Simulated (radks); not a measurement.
# Nuclear size and the levels of Pt⁺

An exercise on one series of results from a longer session: the logs are not shown, and one member is left open.

Method: Dirac Kohn-Sham, relativistic LDA (MacDonald-Vosko exchange, VWN5 correlation), spin-unpolarised, spherical densities, finite nucleus; open shells fill j = l - 1/2 first. Code: radks (a radial shooting solver on a logarithmic mesh, Libxc functionals) version 1.

### Starting point

- element: platinum (Z = 78)
- charge: +1
- electrons: 77
- configuration: [Xe] 4f14 5d9
- nuclear rms radius: 5.427 fm

The first run:

Input:

```text
Z 78
configuration [Xe] 4f14 5d9 6s0 6p0
relativity Dirac
functional lda_x_rel,vwn5
spin unpolarised
j_filling energy
nucleus finite rms 5.427 fm
c 137.035999084
```

Among the steps run: rms radius 5.427 fm.

One table of the session follows, with a row left open; its other results are not shown here.

From the orbitals of this run (lengths in bohr):

```
level     <r>  outermost maximum (interpolated)  90 % within  nodes
4f7/2  0.5198                             0.387        0.839      0
5p1/2   1.036                             0.923         1.51      3
5p3/2       ?                                 ?            ?      ?
5d3/2   1.608                              1.24         2.52      2
5d5/2   1.680                              1.28         2.65      2
6s1/2   2.690                              2.31         3.94      5
6p1/2   3.386                              2.83         5.05      4
6p3/2   3.732                              3.14         5.55      4
```

**Question.** Estimate the row for 5p3/2.

The run gave: <r>: 1.137; outermost maximum (interpolated): 1.00; 90 % within: 1.66; nodes: 3. In the column «<r>» it lies between 5p1/2 (1.036) and 5d3/2 (1.608).
